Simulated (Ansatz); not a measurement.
SiNi2:

```
CELL_PARAMETERS angstrom
4.99000 0.00000 0.00000
0.00000 3.72000 0.00000
0.00000 0.00000 7.03000
ATOMIC_POSITIONS crystal
Ni 0.32500 0.75000 0.93700
Ni 0.67500 0.25000 0.06300
Ni 0.17500 0.25000 0.43700
Ni 0.82500 0.75000 0.56300
Ni 0.45800 0.75000 0.29700
Ni 0.54200 0.25000 0.70300
Ni 0.04200 0.25000 0.79700
Ni 0.95800 0.75000 0.20300
Si 0.78600 0.75000 0.88600
Si 0.21400 0.25000 0.11400
Si 0.71400 0.25000 0.38600
Si 0.28600 0.75000 0.61400
```

A run of Ansatz 0.2.0 on this cell left the log below. Logs are shortened: lines on timing, memory, paths and dates and some standing lists are left out, and cuts for length are marked.

```text
Warning: output.stress: scf.convergence.dr2_threshold = 1e-7 eV (the SCF's general default) is looser than the 1.2e-9 eV advised for a printed stress (1e-10 eV for each atom of the cell: 12). What an SCF threshold leaves in a stress goes as its square root, and in the free energy as the threshold itself, and one threshold admits the most on a small cell: of the crystals measured, under no hybrid functional and no lock of the moments, on runs that ended without the residual-converged pass, on stresses that held no estimate of that error, the worst erred by over 100 MPa in a component at 1e-7 eV an atom and by under 5 at 1e-10. Every solve of this run answers to scf.convergence.dr2_threshold, and the tensor of one is reported: a single SCF on the reported geometry and on this run's grids (its basis.xc_grid and basis.ecutrho_ratio typed), with scf.convergence.dr2_threshold at 1.2e-9 eV or tighter, prints it and tightens no other solve. Else set scf.convergence.dr2_threshold to 1.2e-9 eV or tighter. The threshold is an SCF's pass mark: one that does not reach it within its budget of iterations ends unconverged, or closes short of it on a stop that the run arms, and scf.convergence.dr2_threshold's page says what that costs each kind of run
Warning: RAYON_NUM_THREADS=4 ignored (pool sized by the plan → 4); use --threads N
Engine: ansatz 0.2.0, aarch64-unknown-linux-gnu
Pseudopotentials: kind: paw
Pseudopotential: Ni, paw, valence charge 18, recommended cutoff 420 eV (normal), Ni.paw.azcp
Pseudopotential: Si, paw, valence charge 4, recommended cutoff 420 eV (normal), Si.paw.azcp
Functional definition: PBE
  parameter kappa = 0.804
  parameter beta = 0.06672455060314922
  exchange = pbe_x(kappa = kappa, mu = beta*pi^2/3)
  correlation = pbe_c(beta = beta)
[... 144 lines left out ...]
  k-point 17 ↓: bands = ["-86.2637", "-86.2636", "-86.2623", "-86.2623", "-86.1250", "-86.1250", "-86.1228", "-86.1227", "-46.7426", "-46.7422", "-46.7398", "-46.7394", "-46.6848", "-46.6841", "-46.6796", "-46.6789", "-46.6327", "-46.6325", "-46.6318", "-46.6309", "-46.5909", "-46.5900", "-46.5859", "-46.5853", "-46.5434", "-46.5426", "-46.5286", "-46.5282", "-46.4674", "-46.4668", "-46.4599", "-46.4594", "7.2122", "7.7285", "8.1068", "8.3862", "10.0857", "10.3628", "10.7430", "10.9645", "12.1307", "12.6100", "12.7899", "13.0945", "13.1888", "13.2274", "13.3750", "13.4767", "13.8293", "13.9345", "14.0647", "14.1123", "14.2190", "14.2836", "14.3663", "14.4236", "14.5791", "14.6126", "14.7394", "14.8171", "15.0470", "15.1240", "15.1327", "15.2146", "15.3209", "15.3582", "15.4166", "15.4477", "15.5757", "15.6051", "15.6464", "15.6827", "15.7746", "15.8433", "15.9870", "16.0449", "16.4979", "16.5902", "16.6620", "16.7392", "17.2635", "17.4554", "17.8045", "18.3857", "19.7883", "20.1589", "20.4423", "21.1758", "21.2735", "21.8465", "22.6635", "22.9617", "24.0426", "24.2772", "24.8128", "25.2176", "25.8246", "26.3184", "26.4283", "26.8089", "27.3193"]
--- Relaxed structure (5 steps of the walk, 5 accepted, 0 SCFs on fresh bases) ---
  F+E_penalty+E_count = -49267.53902250 eV   max|allowed force component| = 1.747e-3 eV/Å
  atoms:
    - { symbol: Ni, position: [0.32910983233875746, 0.75, 0.9393076204094638] }
    - { symbol: Ni, position: [0.6708901676612425, 0.25, 0.06069237959053638] }
    - { symbol: Ni, position: [0.17089016766124254, 0.25, 0.4393076204094636] }
    - { symbol: Ni, position: [0.8291098323387575, 0.75, 0.5606923795905364] }
    - { symbol: Ni, position: [0.4599013588288095, 0.75, 0.29371414295261095] }
    - { symbol: Ni, position: [0.5400986411711907, 0.25, 0.7062858570473892] }
    - { symbol: Ni, position: [0.04009864117119049, 0.25, 0.793714142952611] }
    - { symbol: Ni, position: [0.9599013588288094, 0.75, 0.20628585704738917] }
    - { symbol: Si, position: [0.7882185115345018, 0.75, 0.8864544493098067] }
    - { symbol: Si, position: [0.21178148846549819, 0.25, 0.1135455506901934] }
    - { symbol: Si, position: [0.7117814884654983, 0.25, 0.38645444930980666] }
    - { symbol: Si, position: [0.2882185115345018, 0.75, 0.6135455506901935] }
```

Q: Write the input and the command behind it.

A: Relaxation of the atoms with PBE, collinear spin, ferromagnetic start. The files as run (others can give the same):

input.yaml
```yaml
crystal:
  lattice:
    - [4.99, 0.0, 0.0]
    - [0.0, 3.72, 0.0]
    - [0.0, 0.0, 7.03]
  atoms:
    - { symbol: Ni, position: [0.325, 0.75, 0.937], spin: 1.0 }
    - { symbol: Ni, position: [0.675, 0.25, 0.063], spin: 1.0 }
    - { symbol: Ni, position: [0.175, 0.25, 0.437], spin: 1.0 }
    - { symbol: Ni, position: [0.825, 0.75, 0.563], spin: 1.0 }
    - { symbol: Ni, position: [0.458, 0.75, 0.297], spin: 1.0 }
    - { symbol: Ni, position: [0.542, 0.25, 0.703], spin: 1.0 }
    - { symbol: Ni, position: [0.042, 0.25, 0.797], spin: 1.0 }
    - { symbol: Ni, position: [0.958, 0.75, 0.203], spin: 1.0 }
    - { symbol: Si, position: [0.786, 0.75, 0.886] }
    - { symbol: Si, position: [0.214, 0.25, 0.114] }
    - { symbol: Si, position: [0.714, 0.25, 0.386] }
    - { symbol: Si, position: [0.286, 0.75, 0.614] }
hamiltonian:
  xc: pbe
  pseudopotentials: { kind: paw }
magnetization:
  spin_polarized: true
kpoints:
  mp_grid: { grid: [5, 5, 3] }
scf:
  occupations: { method: fermi_dirac, width: 0.05 }
output:
  forces: true
  stress: true
  eigenvalues: true
relax:
  f_tol: 0.01
  max_steps: 40
```

Potentials or basis: Ansatz PAW.
Command:
```bash
$ ansatz run input.yaml --threads 4 --pin off --max-ram 11264MiB --backend cpu --events-out ev --progress --plain --runs-dir out
```

Caveat: the starting moments weren't kept.
